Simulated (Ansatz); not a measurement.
# ZrTiN: a closer look at a trial structure, part 3 of 3

Aim: for this structure of ZrTiN, get its elastic tensor and see how the gap depends on the level of theory.

Ansatz 0.2.0; DFT PBE, scalar-relativistic, plane waves, PAW.

### 5 Level of theory: PBEsol

input.yaml reads:

```yaml
crystal:
  lattice:
    - [3.2572785965, 0.0, 0.0]
    - [0.0, 3.2572785965, 0.0]
    - [0.0, 0.0, 4.0651501132]
  atoms:
    - { symbol: Zr, position: [0.0, 0.0, 0.0] }
    - { symbol: Ti, position: [0.5, 0.5, 0.5] }
    - { symbol: "N", position: [0.5, 0.5, 0.0] }
basis:
  ecutwfc: 420
kpoints:
  mp_grid: { grid: [14, 14, 12] }
  band_path:
    path:
      - [[0.0, 0.0, 0.0], [0.0, 0.5, 0.0], [0.5, 0.5, 0.0], [0.0, 0.0, 0.0], [0.0, 0.0, 0.5], [0.0, 0.5, 0.5], [0.5, 0.5, 0.5], [0.0, 0.0, 0.5]]
      - [[0.0, 0.5, 0.0], [0.0, 0.5, 0.5]]
      - [[0.5, 0.5, 0.0], [0.5, 0.5, 0.5]]
    npoints: 14
hamiltonian:
  xc: pbesol
scf:
  occupations: { method: gaussian, width: 0.1 }
  n_extra_bands: 7
output:
  forces: true
  stress: true
  eigenvalues: true
  populations: true
  dos: { projected: true, de: 0.02, nscf_kmesh: { grid: [17, 17, 15] } }
  bader: true
  write_density: true
  write_potential: true
  elf: true
  volumetric_format: npy
```

The run is started by

```
$ ansatz run input.yaml --threads 1 --pin off --max-ram 2560MiB --backend cpu --events-out ev --progress --plain --runs-dir out
```

The program printed:

```text
Warning: RAYON_NUM_THREADS=1 ignored (pool sized by the plan → 1); use --threads N
scf.n_extra_bands = 7 over 15 filled bands (N_el = 29.0): the run solves 22 bands
Engine: ansatz 0.2.0, x86_64-unknown-linux-gnu
Pseudopotentials: kind: paw
Pseudopotential: Zr, paw, valence charge 12, recommended cutoff 420 eV (normal), Zr.paw.azcp
Pseudopotential: Ti, paw, valence charge 12, recommended cutoff 420 eV (normal), Ti.paw.azcp
Pseudopotential: N, paw, valence charge 5, recommended cutoff 420 eV (normal), N.paw.azcp
Functional definition: PBEsol
  exchange = pbesol_x
  correlation = pbesol_c
Crystal: 3 atoms, lattice volume = 43.131 Å³
Basis set: ecut = 420 eV, 845 PW (Γ), exchange–correlation on 48×48×60 points (8 copies of the dense FFT grid, shifted against one another)
Bands: 22, of which v1, the nominal top of the filled ones, is band 15 counted from 1 (14 counted from 0)
Symmetry: 16 space group operations
Space group: P4/mmm (ITA 123), of the structure as read, at distance tolerance 3.5e-5 Å
k-points: 252 of 2352
Non-local potential: Zr, projectors of the file, l = 0: 3, l = 1: 2, l = 2: 2, l = 3: 2
Non-local potential: Ti, projectors of the file, l = 0: 3, l = 1: 2, l = 2: 3, l = 3: 1
Non-local potential: N, projectors of the file, l = 0: 2, l = 1: 2, l = 2: 1
PAW form: soft (Blöchl's): semilocal exchange-correlation on the pseudo side does not see the compensation charge
PAW frozen core: Zr, regenerated for the run's functional, and the local potential with it (the file was generated under x = pbe(κ = 0.804, μ = 0.2195149727645171), c = pbe(β = 0.06672455060314922))
PAW frozen core: Ti, regenerated for the run's functional, and the local potential with it (the file was generated under x = pbe(κ = 0.804, μ = 0.2195149727645171), c = pbe(β = 0.06672455060314922))
PAW frozen core: N, regenerated for the run's functional, and the local potential with it (the file was generated under x = pbe(κ = 0.804, μ = 0.2195149727645171), c = pbe(β = 0.06672455060314922))
PAW one-centre angular grid: Zr, 590 points (default); XC on 64 Gauss nodes
PAW one-centre angular grid: Ti, 590 points (default); XC on 64 Gauss nodes
PAW one-centre angular grid: N, 110 points (default); XC on 64 Gauss nodes
Initial density: superposition of atomic densities (neutral atoms: chi_scale 0, normalization atom), corrected by the library's trained network
Initial wavefunctions: pseudopotential atomic-orbital guess
Functional: x = pbesol(κ = 0.804, μ = 0.12345679012345678), c = pbesol(β = 0.046)
SCF iter   1: F=—  HF=-6985.127298 eV  |F-HF|=—  |Δ(HF+E_count)|=         —  Δρ=9.10e-3  dr2=4.78e-2  ethr=1.77e-3  ⟨swp⟩=5.0  Hψ=21167  notcnv=0
preconditioner: auto → Kerker (q_TF=auto, 2.554 Å⁻¹)  [metal: Δε(μ)=0.004 eV  Ē_g=7.932 eV  σ=0.100 eV  W_gap=0.02  n_scr=14 (ndim 8)  ℏωp=20.4 eV  f_vac=0.000  D(μ)=1.79/eV (n_scr^D=18)]
SCF iter   2: F=—  HF=-6985.121396 eV  |F-HF|=—  |Δ(HF+E_count)|=   5.90e-3  Δρ=5.20e-3  dr2=1.77e-2  ethr=1.65e-4  ⟨swp⟩=1.0  Hψ=7560  notcnv=0
SCF iter   3: F=—  HF=-6985.118297 eV  |F-HF|=—  |Δ(HF+E_count)|=   3.10e-3  Δρ=5.61e-4  dr2=1.96e-4  ethr=6.09e-5  ⟨swp⟩=2.1  Hψ=5735  notcnv=0
SCF iter   4: F=—  HF=-6985.118278 eV  |F-HF|=—  |Δ(HF+E_count)|=   1.90e-5  Δρ=1.26e-4  dr2=4.80e-6  ethr=6.74e-7  ⟨swp⟩=2.1  Hψ=6343  notcnv=0
SCF iter   5: F=—  HF=-6985.118259 eV  |F-HF|=—  |Δ(HF+E_count)|=   1.92e-5  Δρ=2.68e-5  dr2=2.16e-7  ethr=1.66e-8  ⟨swp⟩=2.6  Hψ=8218  notcnv=0
SCF iter   6: F=-6985.118259 eV  HF=-6985.118259 eV  |F-HF|=4.17e-9  |Δ(HF+E_count)|=   1.96e-8  Δρ=5.73e-6  dr2=1.05e-8  ethr=3.45e-10  ⟨swp⟩=10.3  Hψ=31957  notcnv=0
SCF 1 converged in 6 iterations: F = -6985.118259 eV  dr2 = 1.05e-8
NSCF: frozen V_eff on 129 k-points
NSCF: frozen V_eff on 360 k-points
SCF converged after 6 iterations
Free energy (F): -6985.118259 eV
Harris-Foulkes:  -6985.118259 eV  (|F-HF|=4.17e-9)
Internal energy: -6985.109364 eV  (E = F + TS)
E sigma→0 (E₀):  -6985.113811 eV
Entropy (-TS):   -0.008895 eV (-2.965 meV/atom)
Fermi energy:    14.606422 eV
--- Per-component energies (eV) ---
  E_band       = -210.667186
  E_kinetic    = 737.306112
  E_local      = -1562.705189  (includes V_loc(G=0)·N_el)
  E_nonlocal   = 133.933905
  E_hartree    = 570.274948
  E_xc         = -318.370358
  E_vxc        = -390.130133  (∫ρ·V_xc dr)
  E_paw        = -4044.001027  (= ΣΔE_a)
  E_vpaw       = -269.623475  (= ΣTr[D̂ρ^β])
  E_aug_tail   = 0.000219  (compensation charges beyond the density's cutoff)
  E_ewald      = -2501.881177
  E_core_change = 0.333204  (= ΣΔE_core)
  E_smearing   = -0.008895  (= −TS)
  E_closure    = 0.000000  (closes the sum)
  Σ components = -6985.118259   (vs F -6985.118259, Δ=0.00e0)
--- Forces (eV/Å), atoms counted from 1 ---
  atom   1  Zr    -0.00000000     0.00000000     0.00000000
  atom   2  Ti     0.00000000     0.00000000     0.00000000
  atom   3  N      0.00000000     0.00000000     0.00000000
  max |Σ_I F_I| component: 1.10e-29 eV/Å
--- Stress (GPa, compression-positive) ---
       -5.600706       0.000000       0.000000
        0.000000      -5.600706       0.000000
        0.000000       0.000000      -5.763053
  P = ⅓ Tr σ = -5.6548 GPa (-56.548 kbar)
--- Band table (eV; the first three rows and the last of 252) ---
  k-point 0: bands = ["-41.9863", "-34.1486", "-18.4864", "-18.2756", "-18.2756", "-12.1147", "-12.1147", "-12.0979", "-1.0610", "10.4000", "11.3222", "12.0119", "12.0119", "12.0530", "14.8427", "14.8427", "15.8457", "16.1105", "16.9509", "18.2580", "18.9694", "18.9694"]
  k-point 1: bands = ["-41.9862", "-34.1486", "-18.4880", "-18.2752", "-18.2752", "-12.1151", "-12.1151", "-12.1032", "-1.0187", "10.4129", "11.1997", "11.9516", "11.9516", "12.0940", "14.9475", "14.9475", "15.7580", "16.1369", "17.0351", "18.2197", "18.8773", "18.8773"]
  k-point 2: bands = ["-41.9860", "-34.1487", "-18.4923", "-18.2744", "-18.2744", "-12.1177", "-12.1161", "-12.1161", "-0.9004", "10.2626", "11.0982", "11.8035", "11.8035", "12.2146", "15.2246", "15.2246", "15.5134", "16.2141", "17.2067", "18.1100", "18.6347", "18.6347"]
  k-point 251: bands = ["-41.9646", "-34.0574", "-18.4877", "-18.3788", "-18.3788", "-12.5751", "-12.5751", "-12.0594", "-0.1067", "9.3959", "10.2887", "10.2887", "13.2900", "13.2900", "13.8552", "17.0146", "17.0146", "17.3795", "17.8544", "19.2591", "19.6612", "19.6977"]
--- Löwdin populations: 3 sites ---
  site symbol       q [e]
     0     Zr     11.6454
     1     Ti     11.4389
     2      N      5.7045
  spilling = 0.007280 (of n_electrons = 29.000000)
--- Bader charges: 3 sites ---
  site symbol  charge [e]  shift [e]
     0     Zr      1.2924     0.0008
     1     Ti      0.6387     0.0007
     2      N     -1.9312     0.0001
  estimated error of the sums over rays = 5.4e-4 e
```

Wall time 1.7 min (1 thread of Intel Xeon at 2.50GHz (Skylake/Cascade Lake), shared host); peak memory 0.55 GiB.

Site by site:

```csv
atom,Löwdin electrons,Bader charge (e),Bader volume (Å³)
Zr1,11.65,+1.29,15.6
Ti2,11.44,+0.64,15.3
N3,5.70,-1.93,12.2
```

The Löwdin counts miss 0.21 of the 29 electrons, which the atomic orbitals do not span, so they are no charges.

bands.tsv at the labelled points (eV, zero at the Fermi level; the bands nearest the Fermi level):

```tsv
point	band 12	band 13	band 14	band 15	band 16	band 17	band 18	band 19
Γ	-2.60	-2.60	-2.55	0.24	0.24	1.24	1.50	2.34
X	-4.01	-1.38	-0.95	-0.10	1.20	1.39	2.77	2.94
M	-2.67	-2.30	-2.01	-2.01	2.62	2.76	3.92	4.37
Γ	-2.60	-2.60	-2.55	0.24	0.24	1.24	1.50	2.34
Z	-3.26	-2.44	-1.57	-0.37	1.89	1.89	2.10	2.18
R	-5.42	-1.69	0.12	0.49	0.79	2.69	2.79	3.47
A	-4.32	-1.32	-1.32	-0.75	2.41	2.41	2.77	3.25
Z	-3.26	-2.44	-1.57	-0.37	1.89	1.89	2.10	2.18
X	-4.01	-1.38	-0.95	-0.10	1.20	1.39	2.77	2.94
R	-5.42	-1.69	0.12	0.49	0.79	2.69	2.79	3.47
M	-2.67	-2.30	-2.01	-2.01	2.62	2.76	3.92	4.37
A	-4.32	-1.32	-1.32	-0.75	2.41	2.41	2.77	3.25
```

States per cell in windows of 1 eV, from dos.tsv and pdos.tsv (zero at the Fermi level):

```
from  to  total  Zr 4d  Ti 3d  N 2p
  -6  -5   2.07   0.35   0.20  1.22
  -5  -4   2.46   0.42   0.22  1.59
  -4  -3   1.13   0.20   0.09  0.74
  -3  -2   0.71   0.18   0.22  0.07
  -2  -1   2.03   0.86   0.78  0.10
  -1   0   2.16   0.71   1.13  0.08
   0   1   1.98   0.56   1.22  0.09
   1   2   2.82   0.68   1.88  0.13
```

The solved bands begin to run out at 2.9 eV, so nothing above is shown.

Below -6 eV lie 18 or so more states.

Density in a lattice plane of the grid's cell (edges 3.26 and 4.07 Å, at 0.500 of the third edge), which holds Ti and N.

Ten even steps from ' ' (0.15 e/Å³) to '@' (9.85 e/Å³):
```
            ....::------::....          
              ..::::::::::..            
                ..........              
                                        
                                        
                    ..                  
              ..::::--::::..            
            ..::==******==::..          
            ::==##%%@@%%##==::          
            ::++##@@@@@@##++::          
            ::==##%%@@%%##==::          
            ..::==******==::..          
              ..::::--::::..            
                    ..                  
                                        
                                        
                ..........              
              ..::::::::::..            
            ....::------::....          
            ..::----------::..          
```
Columns run along the first of these edges and rows up along the second, over one cell in 20 and 20 even steps from the bottom left corner. Atoms in the plane (fractional): Ti at (0.50, 0.50), N at (0.50, 0.00).

ELF in the same plane.

Values, 12 rows by 10 columns:
```
0.14 0.23 0.56 0.79 0.73 0.58 0.73 0.79 0.56 0.23
0.25 0.28 0.43 0.65 0.75 0.77 0.75 0.65 0.43 0.28
0.42 0.35 0.25 0.22 0.25 0.27 0.25 0.22 0.25 0.35
0.54 0.35 0.13 0.15 0.42 0.54 0.42 0.15 0.13 0.35
0.54 0.31 0.17 0.50 0.57 0.42 0.57 0.50 0.17 0.31
0.54 0.30 0.23 0.62 0.39 0.05 0.39 0.62 0.23 0.30
0.54 0.31 0.17 0.50 0.57 0.42 0.57 0.50 0.17 0.31
0.54 0.35 0.13 0.15 0.42 0.54 0.42 0.15 0.13 0.35
0.42 0.35 0.25 0.22 0.25 0.27 0.25 0.22 0.25 0.35
0.25 0.28 0.43 0.65 0.75 0.77 0.75 0.65 0.43 0.28
0.14 0.23 0.56 0.79 0.73 0.58 0.73 0.79 0.56 0.23
0.10 0.22 0.60 0.79 0.47 0.08 0.47 0.79 0.60 0.22
```
Columns run along the first of these edges and rows up along the second, over one cell in 10 and 12 even steps from the bottom left corner. Atoms in the plane (fractional): Ti at (0.50, 0.50), N at (0.50, 0.00).

Both are smooth fields of the valence electrons: close to the nuclei they are not physical.

Outside the cores ELF peaks at 0.83 in the shell around N, 0.7 Å from N; 0.62 between the atoms, 1.9 Å from Ti.

### 6 The levels side by side

```csv
level,gap (eV),pressure (GPa),CPU time,against the first
PBE,0.00,0.0,1.9 min,× 1
r2SCAN,0.00,-1.2,2.5 min,× 1.3
PBEsol,0.00,-5.7,1.7 min,× 0.91
```

All at the geometry relaxed with the first.

### 7 What came out

This closing draws on all 3 parts.

| quantity | value |
| --- | --- |
| C11, C12, C44 (relaxed-ion) | 310, 126, 93 GPa |
| C33, C13, C66 (relaxed-ion) | 436, 94, 136 GPa |
| B, G, E (Hill) (relaxed-ion) | 186, 111, 278 GPa |
| Poisson ratio (relaxed-ion) | 0.25 |
| Debye temperature | 590 K |
| gap (r2SCAN) | none (metal) |
| states at the Fermi level (r2SCAN) | 1.63 per eV per cell |
| Bader charges (r2SCAN) | Zr +1.43, Ti +0.58, N -2.02 e |
| gap (PBEsol) | none (metal) |
| states at the Fermi level (PBEsol) | 1.86 per eV per cell |
| Bader charges (PBEsol) | Zr +1.29, Ti +0.64, N -1.93 e |

**Reading.** The tensor is positive definite (least eigenvalue 93 GPa), so the crystal resists every homogeneous strain. B/G = 1.67 lies under 1.75, which by Pugh's rule of thumb suggests brittle behaviour; Young's modulus ranges from about 238 to 396 GPa with direction. All levels find a metal. At this fixed cell PBEsol gives -5.7 GPa, so it would relax to a smaller volume. The final runs have no spin polarisation, so a magnetic state may lie lower. In a metal such response values depend on mesh and smearing, which were not converged here.
